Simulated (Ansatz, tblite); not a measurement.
## A script for HgC2S2N2 (GFN1-xTB)

These are simulated results from tblite 0.8.0, not measurements. The cell began as a measured structure and was relaxed with r2SCAN+rVV10 in plane waves (Ansatz 0.2.0). All runs are without spin polarisation.

Space group C2/m (No. 12), monoclinic; conventional cell a = 10.731 Å, b = 3.946 Å, c = 6.335 Å, β = 94.0°, 19.12 Å³ an atom. Around Hg lie 2 S at 2.43 Å and 4 N at 2.68 Å; around C lie 1 N at 1.17 Å and 1 S at 1.65 Å; around S lie 1 C at 1.65 Å and 1 Hg at 2.43 Å; around N lie 1 C at 1.17 Å and 2 Hg at 2.68 Å.

tblite solves periodic systems at the zone centre alone, so the script builds a cluster of 1×3×2 conventional cells (84 atoms), which folds in a coarse mesh of k points.

The script, run.py:

```python
import json
from ase import Atoms
from ase.build import make_supercell
from ase.units import Bohr, GPa, Hartree
from tblite.interface import Calculator

atoms = Atoms(['Hg', 'C', 'C', 'S', 'S', 'N', 'N'],
              cell=[[5.36521415, -1.9730192, 0.06258816], [5.36521415, 1.9730192, 0.06258816], [-0.51044396, 0.0, 6.31462848]],
              scaled_positions=[[0.0, 0.0, 0.0], [0.26472868, 0.26472868, 0.22265572], [0.73527132, 0.73527132, 0.77734428], [0.129510815, 0.129510815, 0.330948213], [0.870489185, 0.870489185, 0.669051787], [0.362389602, 0.362389602, 0.150842556], [0.637610398, 0.637610398, 0.849157444]],
              pbc=True)
cluster = make_supercell(atoms, [[1, 1, 0], [-3, 3, 0], [0, 0, 2]])
calc = Calculator('GFN1-xTB', cluster.numbers, cluster.positions / Bohr, lattice=cluster.cell[:] / Bohr, periodic=cluster.pbc)
calc.set('temperature', 0.02 / Hartree)
calc.set('max-iter', 150)
res = calc.singlepoint()
levels = res.get('orbital-energies') * Hartree
nv = round(res.get('orbital-occupations').sum() / 2)
cells = len(cluster) // len(atoms)
out = {'energy_per_cell': res.get('energy') * Hartree / cells, 'homo': levels[nv - 1], 'lumo': levels[nv],
       'stress': (-res.get('virial') * Hartree / cluster.get_volume() / GPa).tolist(), 'charges': res.get('charges')[:len(atoms)].tolist(), 'electrons': 2 * nv / cells}
json.dump(out, open('results.json', 'w'))
for key, value in out.items():
    print(key, value)
```

Command: `python run.py`. It took 2.3 s on 1 thread of Arm Neoverse V2, with other jobs on the host, peak memory 0.12 GiB.

The log:

```
------------------------------------------------------------
  cycle        total energy    energy error   density error
------------------------------------------------------------
      1     -223.4059498645  -2.2561556E+02   7.3283843E-01
      2     -226.1964361493  -2.7904863E+00   4.1736993E-01
      3     -226.7163620729  -5.1992592E-01   2.2519159E-01
      4     -226.8157561280  -9.9394055E-02   5.6405095E-02
      5     -226.8499160957  -3.4159968E-02   1.5135323E-02
      6     -226.8522009429  -2.2848473E-03   5.5870208E-03
      7     -226.8523159409  -1.1499796E-04   3.9735337E-03
      8     -226.8525833593  -2.6741845E-04   4.1153271E-05
      9     -226.8525833831  -2.3794456E-08   2.5844998E-05
     10     -226.8525834043  -2.1125373E-08   1.0780414E-05
------------------------------------------------------------

 total:                                   1.793 sec
energy_per_cell -514.414434803199
homo -10.429164243425848
lumo -6.683983793258706
stress [[-3.7617739028147237, 4.295035747047478e-07, 3.481710489396224], [4.295035746784983e-07, -2.3191626338376885, 2.443432644676592e-08], [3.4817104893962316, 2.4434326465372184e-08, -0.766064928224367]]
charges [0.45961833283561415, 0.30155400102639174, 0.3015532124848683, -0.15115211725202185, -0.1511576050958751, -0.38020777432192476, -0.38020836941915825]
electrons 32.0
```

The cycle table is in hartree for the whole cluster, and the lines after it are in eV (the energy for one cell). The printed stress is in GPa and positive in compression, and the pressure is its mean diagonal.

GFN1-xTB gives a gap of 3.75 eV. On the same cell, plane-wave PBE (Ansatz, 8×8×4 k points and the special points) gives a gap of 2.27 eV and r2SCAN a gap of 2.60 eV; on shared hosts these took about 20 and 44 core-seconds on the 7-atom cell, against 2.3 for the script. Spin-orbit coupling, left out in all these runs, can cut or reorder the gap by tenths of an eV, up to about 1 eV with Pb or Bi. xTB was fitted to molecules, so gaps, charges and pressures of solids can be far off, and the gap also depends on the size of the cluster.

The same script was run on cells scaled at fixed shape and fractional coordinates:

| volume (Å³/atom) | energy (meV/atom) | pressure (GPa, positive in compression) | gap (eV) |
| --- | --- | --- | --- |
| 16.82 | 57.3 | 11.72 | 4.24 |
| 17.97 | 3.7 | 3.65 | 3.99 |
| 19.12 | 0.0 | -2.28 | 3.75 |
| 20.26 | 32.5 | -6.57 | 3.52 |
| 21.41 | 91.3 | -9.68 | 3.31 |

A Birch-Murnaghan fit puts the minimum at 18.63 Å³/atom, 2.5 % below the given cell, with a bulk modulus of 93.2 GPa at fixed shape.

xTB was fitted mostly to molecules, and a small cluster samples few k points, so gaps, pressures and kinks along a curve can be far from a solid's.

Spin-orbit coupling is left out; in compounds of Pb, Bi, Tl or Hg it can lower a gap by up to about 1 eV, split its edges or invert the bands.
